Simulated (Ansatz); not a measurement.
# CH6SSi2: the cost of one run

The runs use Ansatz 0.2.0, Gaussian basis; the settings change from run to run.

**1. The relaxed structure**

An earlier PBE0-D4 in a triple-zeta def2 set relaxation fixed the geometry.

SMILES `C1[SiH2][SiH2]S1`, 10 atoms, charge 0, spin multiplicity 1.

Atoms are counted from 1 here; the program's logs count them from 0.

Bond lengths: C1–Si2 1.899 Å, C1–S4 1.842 Å, C1–H5 1.091 Å, C1–H6 1.091 Å, Si2–Si3 2.320 Å, Si2–H7 1.487 Å, Si2–H8 1.490 Å, Si3–S4 2.160 Å, Si3–H9 1.490 Å, Si3–H10 1.487 Å. Angles: Si2–C1–S4 100.0°, Si2–C1–H5 113.5°, Si2–C1–H6 115.1°, S4–C1–H5 109.8°, S4–C1–H6 109.3°, H5–C1–H6 108.8°, C1–Si2–Si3 84.4°, C1–Si2–H7 110.3°, C1–Si2–H8 116.0°, Si3–Si2–H7 111.7°, Si3–Si2–H8 123.6°, H7–Si2–H8 108.7°, Si2–Si3–S4 79.4°, Si2–Si3–H9 118.5°, Si2–Si3–H10 121.5°, S4–Si3–H9 113.8°, S4–Si3–H10 113.2°, H9–Si3–H10 107.8° and more.

**2. revPBE0/def2-TZVP**

This run has multiplicity 3, atoms shaken by 0.03 Å, D3(BJ) with three-body dispersion.

Contents of in.yaml:

```yaml
crystal:
  periodic: [false, false, false]
  atoms:
    - {symbol: C, position_ang: [-0.558602, 1.248065, 0.022412]}
    - {symbol: Si, position_ang: [-0.851438, -0.521348, -0.483350]}
    - {symbol: Si, position_ang: [1.334962, -0.874011, 0.286127]}
    - {symbol: S, position_ang: [0.812564, 1.063490, 1.277288]}
    - {symbol: H, position_ang: [-0.348022, 1.996615, -0.713003]}
    - {symbol: H, position_ang: [-1.454385, 1.722741, 0.592700]}
    - {symbol: H, position_ang: [-1.807984, -1.209653, 0.390623]}
    - {symbol: H, position_ang: [-1.169729, -0.620801, -1.965265]}
    - {symbol: H, position_ang: [2.456116, -0.755655, -0.687149]}
    - {symbol: H, position_ang: [1.635752, -1.921403, 1.233118]}
basis:
  gaussian: {orbitals: def2-TZVP}
magnetization: {spin_polarized: true, initial_magnetization: 2}
hamiltonian: {xc: {name: revPBE0}, dispersion: d3bjatm}
output: {forces: true}
```

Started as:

```sh
$ ansatz run in.yaml --threads 2 --pin off --events-out ev --progress --plain --max-ram 4352MiB
```

Q: Estimate wall time and peak memory on 2 threads of AMD EPYC 9B45, shared host.

About 15 s, with a peak of 0.83 GiB.
